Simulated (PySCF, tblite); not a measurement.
# C₃H₆O₄Si: geometry, infrared bands and NMR shifts

Aim: predict the infrared bands and NMR shifts of C₃H₆O₄Si (`C=C(O[SiH2]O)C(=O)O`).

Computed with tblite 0.8.0 and PySCF 2.14.0, with density-fitted response routines of our own, on a single molecule in the gas phase. Atoms count from 0, in the outputs and in this text.

### Step 1. The molecule as given

14 atoms, charge 0, multiplicity 1; geometry from: force field or distance geometry start.

Bonds of the start (Å): C0–C1 1.33, C1–O2 1.41, O2–Si3 1.64, Si3–O4 1.65, C1–C5 1.50, C5–O6 1.23, C5–O7 1.34, C0–H8 1.08, C0–H9 1.10, Si3–H10 1.49, Si3–H11 1.48, O4–H12 0.98, O7–H13 0.97.

### Step 2. Relaxing the molecule with GFN2-xTB

The job: settings as JSON, then the geometry in Å.

```
{"job": {"kind": "relax", "xc": "GFN2-xTB", "basis": "xTB"}, "charge": 0, "multiplicity": 1}
C     -1.669700    -0.480100    -1.339200
C     -0.617000    -0.104300    -0.621200
O      0.647200    -0.578400    -1.013900
Si     1.876900    -0.885600     0.031600
O      2.573200     0.516600     0.561600
C     -0.787300     0.861900     0.516500
O      0.109700     1.509600     1.045400
O     -2.047900     0.980900     0.947500
H     -1.555500    -1.149200    -2.183600
H     -2.687000    -0.130700    -1.117100
H      1.343500    -1.619700     1.216200
H      2.896900    -1.731700    -0.626500
H      1.921800     1.180000     0.878200
H     -2.005400     1.630300     1.667600
```

Started as:

```
$ OMP_NUM_THREADS=1 python probes_run.py task.json out
```

This one command runs all jobs of the session in turn.

**Question.** This job is followed by: GFN2-xTB harmonic vibrations, gas phase; GIAO PBE0/pcSseg-1 NMR shielding, non-relativistic, gas phase. What will the session give for the following? strongest single infrared mode (GFN2-xTB); zero-point energy (GFN2-xTB); 13C shifts against TMS (PBE0/pcSseg-1); 1H shifts against TMS (PBE0/pcSseg-1, means over atoms taken as alike); 17O shifts against H2O (PBE0/pcSseg-1); 29Si shifts against TMS (PBE0/pcSseg-1).

As calculated:

```
                                                              quantity                             value
                             strongest single infrared mode (GFN2-xTB)             1747 cm⁻¹, 545 km/mol
                                          zero-point energy (GFN2-xTB)                     56.6 kcal/mol
                                13C shifts against TMS (PBE0/pcSseg-1)           172.5, 151.6, 114.1 ppm
1H shifts against TMS (PBE0/pcSseg-1, means over atoms taken as alike)  6.30, 6.09, 5.71, 4.80, 2.82 ppm
                                17O shifts against H2O (PBE0/pcSseg-1)     398.1, 193.9, 140.4, 65.4 ppm
                               29Si shifts against TMS (PBE0/pcSseg-1)                         -41.9 ppm
```

In words: The optimisation took 96 steps and gained 0.396 eV; among the close pairs (by a distance rule), C1–O2 changed most, from 1.406 to 1.330 Å. All 36 modes are real, so the xTB geometry is a minimum. The strongest single mode, at 1747 cm⁻¹, moves mainly C5 and O6. GFN2-xTB is a fitted tight-binding method: band positions and strengths are rough. Its intensities can rank the bands wrongly. At PBE0/pcSseg-1: The largest span, 567 ppm, is at O6, where the paramagnetic term is -469 ppm.
